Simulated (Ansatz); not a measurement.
# CH4AlPS2, SMILES P[S][Al]1[CH2][S]1: energies of removing a hydrogen

Program: the Ansatz DFT code, driven from Python.

`run_bde.py`
```python
'''X-H bond energies of CH4AlPS2 without relaxation.'''

import ansatz as az


def energy_of(molecule, charge=0, unpaired=0):
    calc = molecule.calculation().basis(gaussian='def2-TZVP').functional('r2scan', dispersion='d3bj')
    if charge:
        calc = calc.charge(charge)
    if unpaired:
        calc = calc.spin('collinear', total=unpaired)
    report = calc.run().report
    if report['published_state_doubts']:
        print('  doubts:', report['published_state_doubts'])
    return report['free_energy_ev']

GEOMETRY = '''
P    -0.95390    1.22990    1.56730
S    -0.00080    2.19450   -0.11680
Al    0.43310    0.18590   -1.06190
C     1.26520   -1.56340   -0.68940
S    -0.20470   -1.90570   -1.81410
H    -1.49850    2.55280    2.07460
H    -2.18550    0.99410    0.80620
H     1.06090   -1.94780    0.33200
H     2.17270   -1.78670   -1.11490
'''

def without(molecule, index):
    rest = az.Crystal.molecule()
    for i, site in enumerate(molecule.cartesian_sites):
        if i != index:
            rest = rest.atom(site.symbol, site.position_ang)
    return rest

mol = az.Crystal.molecule()
for line in GEOMETRY.strip().splitlines():
    symbol, *xyz = line.split()
    mol = mol.atom(symbol, [float(v) for v in xyz])

whole = energy_of(mol, 0)
hydrogen = energy_of(az.Crystal.molecule().atom('H', (0, 0, 0)), 0, 1)
print(f'E(molecule) = {whole:.5f} eV, E(H) = {hydrogen:.5f} eV')
for index in [6, 8]:
    radical = energy_of(without(mol, index), 0, 1)
    print(f'H{index}: homolysis {(radical + hydrogen - whole):.3f} eV')
    anion = energy_of(without(mol, index), -1)
    print(f'H{index}: loss of a proton {(anion - whole):.3f} eV')
```

Output of `python run_bde.py`:
```text
DeckWarning: the engine holds no damping parameters fitted to this dispersion correction and functional, so the run takes those fitted to r2scan beside the three-body term, which d3bj leaves out (hamiltonian.dispersion, under Limitations)
E(molecule) = -38657.20384 eV, E(H) = -13.60370 eV
H6: homolysis 3.226 eV
H6: loss of a proton 15.233 eV
H8: homolysis 4.364 eV
H8: loss of a proton 17.027 eV
```
(Warnings from the package without file and line.)

Total energies depend on the basis set; only differences at equal settings carry meaning. The geometry is a force-field or estimated start, not a minimum of this method, and the basis set is short of its limit. All parts are taken at fixed geometry, without zero-point energy. Anions want diffuse functions, which this basis lacks. A dispersion term here runs with damping parameters fitted for another variant or functional. Wall time of the script: 4.4 min on 1 thread of Arm Neoverse N1, with other jobs on the host, peak memory 0.47 GiB.
